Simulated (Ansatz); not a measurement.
**F3H2InS: basis-set convergence**

How large a basis does F3H2InS need? Two functionals are run in growing sets.

Program: Ansatz 0.2.0, Gaussian basis. Level of theory: one geometry, several basis sets. These are calculated values, not measurements.

The runs, in order: PBE0-D4/def2-SVP; ωB97M-V/def2-SVP; PBE0-D4/def2-QZVPP; ωB97M-V/def2-QZVPP; the functionals' def2-TZVPP values are taken from earlier runs.

### 1 Structure used throughout

All runs share one geometry, relaxed beforehand with PBE0-D4 in a triple-zeta def2 set. In takes the def2 core potential; no spin-orbit term is included.

SMILES `[F][In-]([F])([F])[SH2+]`, 7 atoms, charge 0, spin multiplicity 1.

Atoms are counted from 1 here; the program's logs count them from 0.

Bond lengths: F1–In2 1.933 Å, In2–F3 1.946 Å, In2–F4 1.946 Å, In2–S5 2.676 Å, S5–H6 1.347 Å, S5–H7 1.347 Å. Angles: F1–In2–F3 119.1°, F1–In2–F4 119.2°, F1–In2–S5 107.7°, F3–In2–F4 116.8°, F3–In2–S5 92.0°, F4–In2–S5 92.2°, In2–S5–H6 88.9°, In2–S5–H7 89.0°, H6–S5–H7 93.1°.

### 2 PBE0-D4 in def2-SVP

The input, in.yaml:

```yaml
crystal:
  periodic: [false, false, false]
  atoms:
    - {symbol: F, position_ang: [1.283224, -1.699945, 1.638177]}
    - {symbol: In, position_ang: [0.094480, -1.048966, 0.259978]}
    - {symbol: F, position_ang: [-1.805489, -0.884044, 0.648785]}
    - {symbol: F, position_ang: [0.591996, -1.277599, -1.607484]}
    - {symbol: S, position_ang: [0.390070, 1.607414, 0.120012]}
    - {symbol: H, position_ang: [-0.951673, 1.729828, 0.116368]}
    - {symbol: H, position_ang: [0.458590, 1.505312, -1.221633]}
basis:
  gaussian: {orbitals: def2-SVP}
hamiltonian: {xc: pbe0, dispersion: d4}
output: {orbitals: {seedname: orbitals}}
```

Launch:

```console
$ ansatz run in.yaml --threads 4 --pin off --events-out ev --progress --plain --max-ram 10444MiB
```

After this run come: ωB97M-V in def2-SVP; PBE0-D4 in def2-QZVPP; ωB97M-V in def2-QZVPP.

Before running them: what should the planned runs give, taken together? Wanted: PBE0-D4: double and triple zeta above quadruple; ωB97M-V: double and triple zeta above quadruple.

The runs gave:

| quantity | value |
| --- | --- |
| PBE0-D4: double and triple zeta above quadruple | 15.49, 0.88 eV |
| ωB97M-V: double and triple zeta above quadruple | 15.66, 0.83 eV |

**Reading.** PBE0-D4 gains 14.61 eV from double to triple zeta, then 0.88 eV more. These are total energies; as a rule much of such shifts cancels in differences, which this series doesn't test.
